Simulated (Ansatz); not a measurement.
# Os (bcc type): how the settings move a single-point run

Question: which choices in the input matter for Os (bcc type)?

Method: reference: DFT, PBEsol, all-electron PAW with datasets made for the crystal, scalar-relativistic, in Ansatz 0.2.0.

2 further runs of the same task are left out: 2 that didn't finish. Runs told in other sessions of the task aren't counted.

**1. The system as given**

It takes space group Im-3m (No. 229, cubic). The conventional cell has a = 2.256 Å, b = 2.256 Å, c = 2.256 Å, α = 90.00°, β = 90.00°, γ = 90.00°. Around Os (site symmetry m-3m) lie 8 Os at 1.95 Å.

Structure file:

```cif
data_structure
_symmetry_space_group_name_H-M 'Im-3m'
_symmetry_Int_Tables_number 229
_cell_length_a 2.2561
_cell_length_b 2.2561
_cell_length_c 2.2561
_cell_angle_alpha 90.000
_cell_angle_beta 90.000
_cell_angle_gamma 90.000
_cell_volume 11.48
loop_
_atom_site_label
_atom_site_type_symbol
_atom_site_symmetry_multiplicity
_atom_site_Wyckoff_symbol
_atom_site_fract_x
_atom_site_fract_y
_atom_site_fract_z
_atom_site_occupancy
Os1 Os 2 a 0.00000 0.00000 0.00000 1
```

**2. The reference run**

File input.yaml:

```yaml
crystal:
  lattice:
    - [-1.1280595471, 1.1280595471, 1.1280595471]
    - [1.1280595471, -1.1280595471, 1.1280595471]
    - [1.1280595471, 1.1280595471, -1.1280595471]
  atoms:
    - { symbol: Os, position: [0.0, 0.0, 0.0] }
kpoints:
  mp_grid: { grid: [19, 19, 19] }
scf:
  occupations: { method: fermi_dirac, width: 0.05 }
hamiltonian:
  xc: pbesol
  pseudopotentials: { kind: all_electron, datasets: crystal }
output:
  forces: true
  stress: true
  eigenvalues: true
```

Started as:

```
> ansatz run input.yaml --threads 1 --pin off --max-ram 2048MiB --backend cpu --events-out ev --progress --plain --runs-dir out
```

**3. A run with other settings**

input.yaml, as its differences from that of step 2:

```diff
@@ -11,2 +11,3 @@
   occupations: { method: fermi_dirac, width: 0.05 }
+  convergence: { dr2_threshold: 0.0001 }
 hamiltonian:
```

(Steps that only read results are left out.)

Q: Predict the outcome of this session. Wanted: for each run, ending; energy change; pressure; gap; force.

**Answer**, as computed:

```
                    run     ending  energy change  pressure (GPa)  gap (eV)  force (eV/Å)  cycles  time
              reference  converged              0          2597.2      0.00          0.00       8  31 s
1: dr2_threshold 0.0001  converged   0.0 meV/atom          2597.3      0.00          0.00       6  26 s
```

Residual by cycle in the longest SCF loop of each run; runs are numbered as in the table. The quantity is the density residual dr2, in eV.

```
cycle  reference   run 1
    1     0.0292  0.0291
    2    0.00551  0.0055
    3    0.00439  0.0029
    4     2.4e-4  3.2e-5
    5     1.9e-7  1.3e-6
    6     2.1e-6  1.7e-6
    7     1.2e-7       -
    8     1.3e-9       -
```

What this shows: The changed convergence setting doesn't alter the result here (within 0.5 meV/atom). Cost: 6 SCF cycles against 8. The structure is not at rest: the sound run finds 2597 GPa, so these are no properties of the relaxed crystal. 
